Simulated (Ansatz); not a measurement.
# Co2SbS2 (element-swapped structure): how the settings move a single-point run

Aim: see which settings change the result for Co2SbS2 (element-swapped structure), by how much, and at what cost.

Method: reference: DFT PBEsol, plane waves, PAW, scalar-relativistic, no spin polarisation, in Ansatz 0.2.0.

1 further run of the same task is left out (it didn't finish).

## Step 1: The starting structure

The structure is tetragonal, space group I4/mmm (No. 139). Conventional cell: a = 3.683 Å, b = 3.683 Å, c = 12.921 Å, α = 90.00°, β = 90.00°, γ = 90.00°. Around Sb (site symmetry 4/mmm) lie 8 S at 3.22 Å and 4 Sb at 3.68 Å. S (site symmetry 4mm) has 4 Co at 2.28 Å and 4 Sb at 3.22 Å as nearest neighbours. Co (site symmetry -4m2) has 4 S at 2.28 Å and 4 Co at 2.60 Å as nearest neighbours.

Coordinates:

```cif
data_structure
_symmetry_space_group_name_H-M 'I4/mmm'
_symmetry_Int_Tables_number 139
_cell_length_a 3.6833
_cell_length_b 3.6833
_cell_length_c 12.9207
_cell_angle_alpha 90.000
_cell_angle_beta 90.000
_cell_angle_gamma 90.000
_cell_volume 175.30
loop_
_atom_site_label
_atom_site_type_symbol
_atom_site_symmetry_multiplicity
_atom_site_Wyckoff_symbol
_atom_site_fract_x
_atom_site_fract_y
_atom_site_fract_z
_atom_site_occupancy
Sb1 Sb 2 a 0.00000 0.00000 0.00000 1
S1 S 4 e 0.50000 0.50000 0.85370 1
Co1 Co 4 d 0.50000 0.00000 0.75000 1
```

## Step 2: The reference run

File input.yaml:

```yaml
crystal:
  lattice:
    - [0.0, 3.683343, 0.0]
    - [3.683343, 0.0, 0.0]
    - [1.841672, 1.841672, -6.460367]
  atoms:
    - { symbol: Sb, position: [0.0, 0.0, 0.0] }
    - { symbol: S, position: [0.3537, 0.3537, 0.2926] }
    - { symbol: S, position: [0.6463, 0.6463, 0.7074] }
    - { symbol: Co, position: [0.75, 0.25, 0.5] }
    - { symbol: Co, position: [0.25, 0.75, 0.5] }
  symmetry: { tolerance: 0.0003 }
kpoints:
  mp_grid: { grid: [5, 5, 5], shift: [0, 0, 0] }
magnetization:
  spin_polarized: false
scf:
  occupations: { method: gaussian, width: 0.1026 }
hamiltonian:
  pseudopotentials: { kind: paw }
  xc: pbesol
basis:
  ecutwfc: 420
output:
  forces: true
  stress: true
  eigenvalues: true
  write_density: true
  write_potential: true
  elf: true
  volumetric_format: npy
```

Run with:

```
> ansatz run input.yaml --threads 1 --pin off --max-ram 2560MiB --backend cpu --events-out ev --progress --plain --runs-dir out
```

Log:

```text
Warning: RAYON_NUM_THREADS=1 ignored (pool sized by the plan → 1); use --threads N
Engine: ansatz 0.2.0, x86_64-unknown-linux-gnu
Pseudopotentials: kind: paw
Pseudopotential: Sb, paw, valence charge 15, recommended cutoff 420 eV (normal), Sb.paw.azcp
Pseudopotential: S, paw, valence charge 6, recommended cutoff 420 eV (normal), S.paw.azcp
Pseudopotential: Co, paw, valence charge 17, recommended cutoff 420 eV (normal), Co.paw.azcp
Functional definition: PBEsol
  exchange = pbesol_x
  correlation = pbesol_c
Crystal: 5 atoms, lattice volume = 87.648 Å³
Basis set: ecut = 420 eV, 1729 PW (Γ), exchange–correlation on 50×50×96 points (8 copies of the dense FFT grid, shifted against one another)
Bands: 37, of which v1, the nominal top of the filled ones, is band 31 counted from 1 (30 counted from 0)
Symmetry: 16 space group operations
Space group: I4/mmm (ITA 139), of the structure as read, at distance tolerance 1.3e-3 Å
k-points: 18 of 125
Non-local potential: Sb, projectors of the file, l = 0: 2, l = 1: 2, l = 2: 2, l = 3: 2
Non-local potential: S, projectors of the file, l = 0: 2, l = 1: 2, l = 2: 2
Non-local potential: Co, projectors of the file, l = 0: 3, l = 1: 2, l = 2: 3, l = 3: 1
PAW form: soft (Blöchl's): semilocal exchange-correlation on the pseudo side does not see the compensation charge
PAW frozen core: Sb, regenerated for the run's functional, and the local potential with it (the file was generated under x = pbe(κ = 0.804, μ = 0.2195149727645171), c = pbe(β = 0.06672455060314922))
PAW frozen core: S, regenerated for the run's functional, and the local potential with it (the file was generated under x = pbe(κ = 0.804, μ = 0.2195149727645171), c = pbe(β = 0.06672455060314922))
PAW frozen core: Co, regenerated for the run's functional, and the local potential with it (the file was generated under x = pbe(κ = 0.804, μ = 0.2195149727645171), c = pbe(β = 0.06672455060314922))
PAW one-centre angular grid: Sb, 590 points (default); XC on 64 Gauss nodes
PAW one-centre angular grid: S, 110 points (default); XC on 64 Gauss nodes
PAW one-centre angular grid: Co, 590 points (default); XC on 64 Gauss nodes
Initial density: superposition of atomic densities (neutral atoms: chi_scale 0, normalization atom), corrected by the library's trained network
Initial wavefunctions: pseudopotential atomic-orbital guess
Functional: x = pbesol(κ = 0.804, μ = 0.12345679012345678), c = pbesol(β = 0.046)
SCF iter   1: F=—  HF=-18364.130916 eV  |F-HF|=—  |Δ(HF+E_count)|=         —  Δρ=2.41e-2  dr2=4.74e-1  ethr=1.77e-3  ⟨swp⟩=5.8  Hψ=2557  notcnv=0
preconditioner: auto → Kerker (q_TF=auto, 2.568 Å⁻¹)  [metal: Δε(μ)=0.104 eV  Ē_g=6.758 eV  σ=0.103 eV  W_gap=0.44  n_scr=24 (ndim 8)  ℏωp=23.5 eV  f_vac=0.000  D(μ)=4.37/eV (n_scr^D=42)]
SCF iter   2: F=—  HF=-18364.102422 eV  |F-HF|=—  |Δ(HF+E_count)|=   2.85e-2  Δρ=7.79e-3  dr2=6.76e-2  ethr=7.77e-4  ⟨swp⟩=2.0  Hψ=890  notcnv=0  defer=11
SCF iter   3: F=—  HF=-18364.097645 eV  |F-HF|=—  |Δ(HF+E_count)|=   4.78e-3  Δρ=1.34e-3  dr2=4.25e-3  ethr=1.11e-4  ⟨swp⟩=1.0  Hψ=648  notcnv=0  defer=11
SCF iter   4: F=—  HF=-18364.097218 eV  |F-HF|=—  |Δ(HF+E_count)|=   4.27e-4  Δρ=4.22e-4  dr2=1.98e-4  ethr=6.97e-6  ⟨swp⟩=1.4  Hψ=674  notcnv=0  defer=11
SCF iter   5: F=—  HF=-18364.097197 eV  |F-HF|=—  |Δ(HF+E_count)|=   2.01e-5  Δρ=2.65e-4  dr2=1.82e-5  ethr=3.24e-7  ⟨swp⟩=2.0  Hψ=886  notcnv=0  defer=11
SCF iter   6: F=—  HF=-18364.097230 eV  |F-HF|=—  |Δ(HF+E_count)|=   3.25e-5  Δρ=5.24e-5  dr2=1.98e-6  ethr=2.98e-8  ⟨swp⟩=2.1  Hψ=1123  notcnv=0  defer=11
SCF iter   7: F=—  HF=-18364.097231 eV  |F-HF|=—  |Δ(HF+E_count)|=   6.56e-7  Δρ=1.98e-5  dr2=3.51e-7  ethr=3.24e-9  ⟨swp⟩=2.0  Hψ=1191  notcnv=0  defer=11
SCF iter   8: F=-18364.097231 eV  HF=-18364.097231 eV  |F-HF|=5.85e-8  |Δ(HF+E_count)|=   1.13e-8  Δρ=1.03e-5  dr2=9.35e-8  ethr=1.64e-10  ⟨swp⟩=10.9  Hψ=4290  notcnv=0
SCF 1 converged in 8 iterations: F = -18364.097231 eV  dr2 = 9.35e-8
SCF converged after 8 iterations
Free energy (F): -18364.097231 eV
Harris-Foulkes:  -18364.097231 eV  (|F-HF|=5.85e-8)
Internal energy: -18364.071479 eV  (E = F + TS)
E sigma→0 (E₀):  -18364.084355 eV
Entropy (-TS):   -0.025752 eV (-5.150 meV/atom)
Fermi energy:    11.289870 eV
--- Per-component energies (eV) ---
  E_band       = -839.077266
  E_kinetic    = 1322.943030
  E_local      = -10671.784379  (includes V_loc(G=0)·N_el)
  E_nonlocal   = 1341.946053
  E_hartree    = 4664.151355
  E_xc         = -641.769628
  E_vxc        = -675.923751  (∫ρ·V_xc dr)
  E_paw        = -8636.664417  (= ΣΔE_a)
  E_vpaw       = -1484.532219  (= ΣTr[D̂ρ^β])
  E_aug_tail   = 0.000097  (compensation charges beyond the density's cutoff)
  E_ewald      = -5743.726184
  E_core_change = 0.832594  (= ΣΔE_core)
  E_smearing   = -0.025752  (= −TS)
  E_closure    = -0.000000  (closes the sum)
  Σ components = -18364.097231   (vs F -18364.097231, Δ=0.00e0)
--- Forces (eV/Å), atoms counted from 1 ---
  atom   1  Sb     0.00000000     0.00000000     0.00000000
  atom   2  S      0.00000006     0.00000006    -1.59673933
  atom   3  S     -0.00000006    -0.00000006     1.59673933
  atom   4  Co     0.00000000    -0.00000000     0.00000000
  atom   5  Co    -0.00000000     0.00000000    -0.00000000
  max |Σ_I F_I| component: 4.34e-19 eV/Å
--- Stress (GPa, compression-positive) ---
      -13.782657       0.000000      -0.000000
        0.000000     -13.782657      -0.000000
       -0.000000      -0.000000      -8.312719
  P = ⅓ Tr σ = -11.9593 GPa (-119.593 kbar)
--- Band table (eV; the first three rows and the last of 18) ---
  k-point 0: bands = ["-83.3129", "-83.2914", "-46.8700", "-46.8700", "-46.7676", "-46.7676", "-46.6475", "-46.6242", "-18.1441", "-18.1169", "-18.1169", "-18.0775", "-18.0530", "-3.8085", "-2.6270", "1.4264", "5.6697", "6.1830", "6.4022", "6.4022", "7.2124", "7.2124", "8.2007", "9.9511", "10.0330", "10.7155", "10.8226", "10.8226", "11.2595", "11.3695", "11.4189", "11.4189", "11.5441", "14.1357", "14.1357", "15.1589", "15.4200"]
  k-point 1: bands = ["-83.3129", "-83.2914", "-46.8699", "-46.8699", "-46.7676", "-46.7676", "-46.6475", "-46.6242", "-18.1441", "-18.1169", "-18.1169", "-18.0774", "-18.0530", "-3.7409", "-2.7429", "1.5111", "5.4760", "6.4409", "6.4409", "6.4906", "7.1515", "7.1515", "8.2007", "10.0083", "10.0222", "10.7159", "10.7228", "10.7228", "10.9926", "11.2728", "11.3695", "11.6988", "11.6988", "13.8695", "13.8695", "15.2530", "15.5611"]
  k-point 2: bands = ["-83.3128", "-83.2914", "-46.8700", "-46.8700", "-46.7676", "-46.7676", "-46.6475", "-46.6242", "-18.1441", "-18.1169", "-18.1169", "-18.0774", "-18.0530", "-3.5879", "-2.9699", "1.6451", "5.3025", "6.5205", "6.5205", "6.8796", "7.0370", "7.0370", "8.2008", "10.0050", "10.1609", "10.5417", "10.6297", "10.6297", "10.7165", "10.8250", "11.3695", "12.2248", "12.2248", "13.3150", "13.3150", "15.4144", "15.5792"]
  k-point 17: bands = ["-83.3031", "-83.3010", "-46.8820", "-46.8722", "-46.7686", "-46.7588", "-46.6367", "-46.6344", "-18.1318", "-18.1230", "-18.1229", "-18.0662", "-18.0423", "-2.5052", "-2.2972", "2.7263", "4.9700", "5.0397", "5.8115", "6.2747", "6.2814", "7.4551", "8.5759", "8.8504", "9.0869", "9.1121", "9.4935", "10.2333", "10.3322", "10.3601", "10.5192", "11.5329", "11.8709", "11.9337", "12.1640", "15.8479", "16.9965"]
```

Wall time 2.7 s (1 thread of an x86-64 CPU, shared host); peak memory 0.45 GiB.

## Step 3: Variant: mp_grid.grid [8, 8, 8]

Changes to input.yaml since step 2:

```diff
@@ -13,3 +13,3 @@
 kpoints:
-  mp_grid: { grid: [5, 5, 5], shift: [0, 0, 0] }
+  mp_grid: { grid: [8, 8, 8], shift: [0, 0, 0] }
 magnetization:
```

Run with:

```
> ansatz run input.yaml --threads 1 --pin off --max-ram 2560MiB --backend cpu --events-out ev --progress --plain --runs-dir out
```

Log:

```text
Warning: RAYON_NUM_THREADS=1 ignored (pool sized by the plan → 1); use --threads N
[... 8 set-up lines as earlier in the session ...]
Crystal: 5 atoms, lattice volume = 87.648 Å³
Basis set: ecut = 420 eV, 1729 PW (Γ), exchange–correlation on 50×50×96 points (8 copies of the dense FFT grid, shifted against one another)
Bands: 37, of which v1, the nominal top of the filled ones, is band 31 counted from 1 (30 counted from 0)
[... 2 set-up lines as earlier in the session ...]
k-points: 59 of 512
[... 13 set-up lines as earlier in the session ...]
SCF iter   1: F=—  HF=-18364.151306 eV  |F-HF|=—  |Δ(HF+E_count)|=         —  Δρ=2.31e-2  dr2=4.70e-1  ethr=1.77e-3  ⟨swp⟩=5.9  Hψ=8417  notcnv=0
preconditioner: auto → Kerker (q_TF=auto, 2.568 Å⁻¹)  [metal: Δε(μ)=0.016 eV  Ē_g=6.747 eV  σ=0.103 eV  W_gap=0.09  n_scr=24 (ndim 8)  ℏωp=23.5 eV  f_vac=0.000  D(μ)=5.36/eV (n_scr^D=50)]
SCF iter   2: F=—  HF=-18364.123310 eV  |F-HF|=—  |Δ(HF+E_count)|=   2.80e-2  Δρ=7.53e-3  dr2=7.44e-2  ethr=7.71e-4  ⟨swp⟩=2.0  Hψ=2896  notcnv=0  defer=37
SCF iter   3: F=—  HF=-18364.117791 eV  |F-HF|=—  |Δ(HF+E_count)|=   5.52e-3  Δρ=1.40e-3  dr2=5.77e-3  ethr=1.22e-4  ⟨swp⟩=1.0  Hψ=2119  notcnv=0  defer=37
SCF iter   4: F=—  HF=-18364.117208 eV  |F-HF|=—  |Δ(HF+E_count)|=   5.82e-4  Δρ=4.96e-4  dr2=2.39e-4  ethr=9.46e-6  ⟨swp⟩=1.3  Hψ=2143  notcnv=0  defer=37
SCF iter   5: F=—  HF=-18364.117182 eV  |F-HF|=—  |Δ(HF+E_count)|=   2.66e-5  Δρ=3.32e-4  dr2=2.89e-5  ethr=3.92e-7  ⟨swp⟩=2.0  Hψ=2946  notcnv=0  defer=37
SCF iter   6: F=—  HF=-18364.117212 eV  |F-HF|=—  |Δ(HF+E_count)|=   2.96e-5  Δρ=6.02e-5  dr2=3.46e-6  ethr=4.73e-8  ⟨swp⟩=2.3  Hψ=3552  notcnv=0  defer=37
SCF iter   7: F=—  HF=-18364.117212 eV  |F-HF|=—  |Δ(HF+E_count)|=   6.64e-7  Δρ=1.85e-5  dr2=4.59e-7  ethr=5.67e-9  ⟨swp⟩=2.0  Hψ=3850  notcnv=0  defer=37
SCF iter   8: F=—  HF=-18364.117212 eV  |F-HF|=—  |Δ(HF+E_count)|=   8.33e-9  Δρ=1.17e-5  dr2=1.15e-7  ethr=1.64e-10  ⟨swp⟩=11.7  Hψ=14585  notcnv=0
SCF iter   9: F=-18364.117212 eV  HF=-18364.117212 eV  |F-HF|=3.17e-9  |Δ(HF+E_count)|=   9.16e-9  Δρ=1.80e-6  dr2=5.07e-9  ethr=1.64e-10  ⟨swp⟩=7.2  Hψ=12180  notcnv=0
SCF 1 converged in 9 iterations: F = -18364.117212 eV  dr2 = 5.07e-9
SCF converged after 9 iterations
Free energy (F): -18364.117212 eV
Harris-Foulkes:  -18364.117212 eV  (|F-HF|=3.17e-9)
Internal energy: -18364.085503 eV  (E = F + TS)
E sigma→0 (E₀):  -18364.101357 eV
Entropy (-TS):   -0.031709 eV (-6.342 meV/atom)
Fermi energy:    11.305436 eV
--- Per-component energies (eV) ---
  E_band       = -838.970219
  E_kinetic    = 1322.917533
  E_local      = -10672.162046  (includes V_loc(G=0)·N_el)
  E_nonlocal   = 1342.254010
  E_hartree    = 4664.417005
  E_xc         = -641.726392
  E_vxc        = -675.869518  (∫ρ·V_xc dr)
  E_paw        = -8636.892120  (= ΣΔE_a)
  E_vpaw       = -1484.949862  (= ΣTr[D̂ρ^β])
  E_aug_tail   = 0.000097  (compensation charges beyond the density's cutoff)
  E_ewald      = -5743.726184
  E_core_change = 0.832594  (= ΣΔE_core)
  E_smearing   = -0.031709  (= −TS)
  E_closure    = -0.000000  (closes the sum)
  Σ components = -18364.117212   (vs F -18364.117212, Δ=0.00e0)
--- Forces (eV/Å), atoms counted from 1 ---
  atom   1  Sb    -0.00000000     0.00000000     0.00000000
  atom   2  S      0.00000006     0.00000006    -1.55579199
  atom   3  S     -0.00000006    -0.00000006     1.55579199
  atom   4  Co     0.00000000    -0.00000000     0.00000000
  atom   5  Co    -0.00000000     0.00000000    -0.00000000
  max |Σ_I F_I| component: 2.78e-17 eV/Å
--- Stress (GPa, compression-positive) ---
      -13.739939       0.000000      -0.000000
        0.000000     -13.739939      -0.000000
       -0.000000      -0.000000      -8.512357
  P = ⅓ Tr σ = -11.9974 GPa (-119.974 kbar)
--- Band table (eV; the first three rows and the last of 59) ---
  k-point 0: bands = ["-83.3106", "-83.2891", "-46.8690", "-46.8690", "-46.7666", "-46.7666", "-46.6453", "-46.6219", "-18.1327", "-18.1022", "-18.1022", "-18.0532", "-18.0288", "-3.8161", "-2.6358", "1.4375", "5.6613", "6.1781", "6.3970", "6.3970", "7.2049", "7.2049", "8.2007", "9.9497", "10.0322", "10.7097", "10.8210", "10.8210", "11.2591", "11.3736", "11.4254", "11.4254", "11.5360", "14.1445", "14.1445", "15.1662", "15.4107"]
  k-point 1: bands = ["-83.3106", "-83.2891", "-46.8690", "-46.8690", "-46.7666", "-46.7666", "-46.6453", "-46.6219", "-18.1327", "-18.1022", "-18.1022", "-18.0532", "-18.0288", "-3.7892", "-2.6834", "1.4734", "5.5617", "6.3245", "6.4127", "6.4127", "7.1799", "7.1799", "8.2007", "9.9718", "10.0276", "10.7099", "10.7721", "10.7721", "11.1483", "11.3736", "11.4178", "11.5461", "11.5461", "14.0348", "14.0348", "15.2054", "15.4869"]
  k-point 2: bands = ["-83.3106", "-83.2891", "-46.8690", "-46.8690", "-46.7666", "-46.7666", "-46.6453", "-46.6219", "-18.1326", "-18.1022", "-18.1022", "-18.0532", "-18.0288", "-3.7140", "-2.8066", "1.5590", "5.4114", "6.4549", "6.4549", "6.5971", "7.1154", "7.1154", "8.2007", "10.0166", "10.0384", "10.6920", "10.6920", "10.7103", "10.8684", "11.1490", "11.3736", "11.8277", "11.8277", "13.7486", "13.7486", "15.3032", "15.5774"]
  k-point 58: bands = ["-83.2998", "-83.2998", "-46.8823", "-46.8823", "-46.7568", "-46.7568", "-46.6333", "-46.6333", "-18.1192", "-18.1089", "-18.1089", "-18.0435", "-18.0143", "-2.3669", "-2.2807", "3.1985", "4.5659", "4.5659", "6.1318", "6.1318", "6.7296", "7.5553", "8.3751", "8.6676", "8.6676", "9.1746", "9.6694", "9.6694", "10.3850", "10.3852", "10.8735", "10.8735", "11.6304", "11.7990", "11.7990", "16.5732", "16.6243"]
```

Wall time 8 s (1 thread of an x86-64 CPU, shared host); peak memory 0.47 GiB.

Changing the k-point mesh moves the energy by -4.0 meV/atom, and the largest force goes from 1.60 to 1.56 eV/Å. Sampling errors of the energy have no fixed sign. Cost: 9 SCF cycles against 8, 8 s against 2.7 s.

(Part 1 of 2 ends here.)
